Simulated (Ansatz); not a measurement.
# Cl3FH4OSiTi: the cost of one run

All numbers below are computed with Ansatz 0.2.0 (RKS PBE/def2-SVP).

**1. Starting point**

Bond lengths: Ti1–F2 2.180 Å, Ti1–Cl3 2.370 Å, Ti1–Cl4 2.368 Å, Ti1–O5 1.919 Å, Ti1–Si6 3.194 Å, O5–Si6 1.680 Å, Si6–H7 1.460 Å, Si6–H8 1.460 Å, Si6–H9 1.460 Å, Ti1–Cl10 2.670 Å. Angles (14 of 26 angles, heavy atoms first): F2–Ti1–Cl3 109.4°, F2–Ti1–Cl4 109.5°, F2–Ti1–O5 109.5°, F2–Ti1–Si6 84.3°, F2–Ti1–Cl10 71.6°, Cl3–Ti1–Cl4 109.5°, Cl3–Ti1–O5 109.5°, Cl3–Ti1–Si6 124.1°, Cl3–Ti1–Cl10 67.1°, Cl4–Ti1–O5 109.5°, Cl4–Ti1–Si6 116.2°, Cl4–Ti1–Cl10 72.9°, O5–Ti1–Si6 25.5°, O5–Ti1–Cl10 176.5°.

As a file:

```xyz
11

Ti    0.0000    0.0000    0.0000
F     0.0000    0.0000    2.1800
Cl    2.2349    0.0000   -0.7892
Cl   -1.1163    1.9339   -0.7892
O    -0.9043   -1.5667   -0.6394
Si   -1.7860   -2.6287    0.3184
H    -1.3764   -2.4828    1.7121
H    -3.2095   -2.3281    0.1961
H    -1.5394   -3.9994   -0.1197
Cl    1.4003    2.1117    0.8419
H     0.6936    1.0459    2.0249
```

**2. A restrained relaxation towards end A**

Springs on the bonds that form and break draw the guess towards this end; the thresholds are loose.

input.yaml

```yaml
crystal:
  periodic: [false, false, false]
  atoms:
    - { symbol: Ti, position_ang: [0.0, 0.0, 0.0] }
    - { symbol: F, position_ang: [0.0, 0.0, 2.18] }
    - { symbol: Cl, position_ang: [2.2349, 0.0, -0.7892] }
    - { symbol: Cl, position_ang: [-1.1163, 1.9339, -0.7892] }
    - { symbol: O, position_ang: [-0.9043, -1.5667, -0.6394] }
    - { symbol: Si, position_ang: [-1.786, -2.6287, 0.3184] }
    - { symbol: H, position_ang: [-1.3764, -2.4828, 1.7121] }
    - { symbol: H, position_ang: [-3.2095, -2.3281, 0.1961] }
    - { symbol: H, position_ang: [-1.5394, -3.9994, -0.1197] }
    - { symbol: Cl, position_ang: [1.4003, 2.1117, 0.8419] }
    - { symbol: H, position_ang: [0.6936, 1.0459, 2.0249] }
basis:
  gaussian: { orbitals: def2-SVP }
hamiltonian:
  xc: pbe
relax:
  f_tol: 0.15
  max_steps: 25
  restrain:
    - { distance: [0, 9], at: 3.57, k: 30.0 }
    - { distance: [10, 1], at: 2.12, k: 30.0 }
    - { distance: [0, 1], at: 1.83, k: 30.0 }
    - { distance: [10, 9], at: 1.37, k: 30.0 }
```

Launch:

```console
$ ansatz run input.yaml --threads 4 --pin off --max-ram 5120MiB --backend cpu --events-out ev --progress --plain --runs-dir out
```

Q: Estimate wall time and peak memory on 4 threads of Intel Xeon Platinum 8488C (Sapphire Rapids), shared host.

About 32 s, with a peak of 0.29 GiB.
